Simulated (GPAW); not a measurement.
Set up this calculation in GPAW 26.7.0, as an ASE script.

| Property | Result |
| --- | --- |
| Task | band structure |
| Functional | PBEsol |
| Potentials or basis | PAW data sets generated in the run's folder for this functional |
| Cutoff | 600 eV |
| Basis | pw |
| k mesh | 5 × 5 × 2 |
| Occupations | fermi-dirac, width 0.05 eV |
| Spin | no spin polarisation |
| Maxiter | 150 |
| Band path | GMKGALHA,LM,KH |
| Band points | 60 |

In3Pt5:

```
CELL_PARAMETERS angstrom
4.11627 0.00000 0.00000
-2.05813 3.56479 0.00000
0.00000 0.00000 11.09572
ATOMIC_POSITIONS crystal
Pt 0.00000 0.00000 0.00000
Pt 0.33333 0.66667 0.87916
Pt 0.33333 0.66667 0.37322
Pt 0.33333 0.66667 0.62678
Pt 0.33333 0.66667 0.12084
In 0.66667 0.33333 0.76521
In 0.66667 0.33333 0.23479
In 0.00000 0.00000 0.50000
```

The cell comes from a database or a generator and needn't be the stable form of this composition.

These files were run (other wordings do the same):

run.py

```python
from ase import Atoms
from ase.dft.bandgap import bandgap
from ase.io import write
from ase.units import GPa
from gpaw import GPAW, PW, setup_paths

setup_paths.insert(0, '.')

atoms = Atoms(['Pt', 'Pt', 'Pt', 'Pt', 'Pt', 'In', 'In', 'In'],
              cell=[[4.1162674312, 0.0, 0.0],
                    [-2.0581337156, 3.5647921642, 0.0],
                    [0.0, 0.0, 11.095719]],
              scaled_positions=[[0.0, 0.0, 0.0],
                                [0.3333333333, 0.6666666667, 0.879164],
                                [0.3333333333, 0.6666666667, 0.373223],
                                [0.3333333333, 0.6666666667, 0.626777],
                                [0.3333333333, 0.6666666667, 0.120836],
                                [0.6666666667, 0.3333333333, 0.765208],
                                [0.6666666667, 0.3333333333, 0.234792],
                                [0.0, 0.0, 0.5]],
              pbc=True)

calc = GPAW(mode=PW(600),
            xc='PBEsol',
            kpts={'size': (5, 5, 2), 'gamma': True},
            occupations={'name': 'fermi-dirac', 'width': 0.05},
            nbands=94,
            convergence={'density': 1e-05, 'energy': 1e-05},
            maxiter=150,
            txt='gpaw.txt')
atoms.calc = calc
energy = atoms.get_potential_energy()
forces = atoms.get_forces()
stress = atoms.get_stress()
calc.write('gs.gpw')
write('result.traj', atoms)
print(f'Energy: {energy:.6f} eV')
print('Forces (eV/A):')
print(forces.round(4))
print('Stress (GPa):', (stress / GPa).round(3))
print('Fermi level:', round(calc.get_fermi_level(), 4), 'eV')
print(f'Gap: {bandgap(calc)[0]:.4f} eV, direct: {bandgap(calc, direct=True)[0]:.4f} eV')

path = atoms.cell.bandpath('GMKGALHA,LM,KH', npoints=60, eps=1e-4)
bs_calc = calc.fixed_density(kpts=path, symmetry='off', nbands=132,
                             convergence={'bands': 'CBM+6.0', 'eigenstates': 1e-6}, txt='bands.txt')
bs = bs_calc.band_structure()
bs.write('bs.json')
print(f'Gap on the path: {bandgap(bs_calc)[0]:.4f} eV')
```

Potentials or basis: PAW data sets generated in the run's folder for this functional, pw.

Launch:

```sh
$ gpaw-setup -f PBEsol In Pt
$ OMP_NUM_THREADS=1 python run.py
```

It gave:

```
Pressure                : -6.6 GPa
Largest force           : 0.254 eV/Å
Band gap along the path : none (metal or under the smearing width)
```

Caveat: spin-orbit coupling is left out, which moves the levels of the heavy elements.

Wall time 12 min on 1 thread of Arm Neoverse V2, on a shared host, peak memory 1.2 GiB.
